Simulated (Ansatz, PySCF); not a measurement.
**TlBr in two programs**

TlBr (singlet), relaxed with PySCF 2.14.0, RKS B3LYP, Tl def2-SVP with ECP60, Br def2-SVP; non-relativistic Hamiltonian with scalar-relativistic core potentials where named; density fitting; no spin-orbit coupling:

```xyz
2

Tl    0.0000    0.0000   -0.7067
Br    0.0000    0.0000    1.9868
```

There the HOMO–LUMO gap is 4.84 eV. 

The same geometry by Ansatz 0.2.0 (PBE, PAW, a periodic box with 9 Å of vacuum):

```csv
spin-orbit coupling,gap (eV),largest force component (eV/Å)
without,3.69,0.14
```

(1) What does the run with spin-orbit coupling give?

The spin-orbit runs use fully relativistic datasets of their own, so changes of a few hundredths of an eV needn't come from the coupling.

The two programs differ in functional, so their gaps don't test each other.

## Answers

(1) gap (eV): 3.13, largest force component (eV/Å): 0.24. It took 6.1 s on 2 threads of Arm Neoverse V1, with other jobs on the host, peak memory 1.1 GiB.
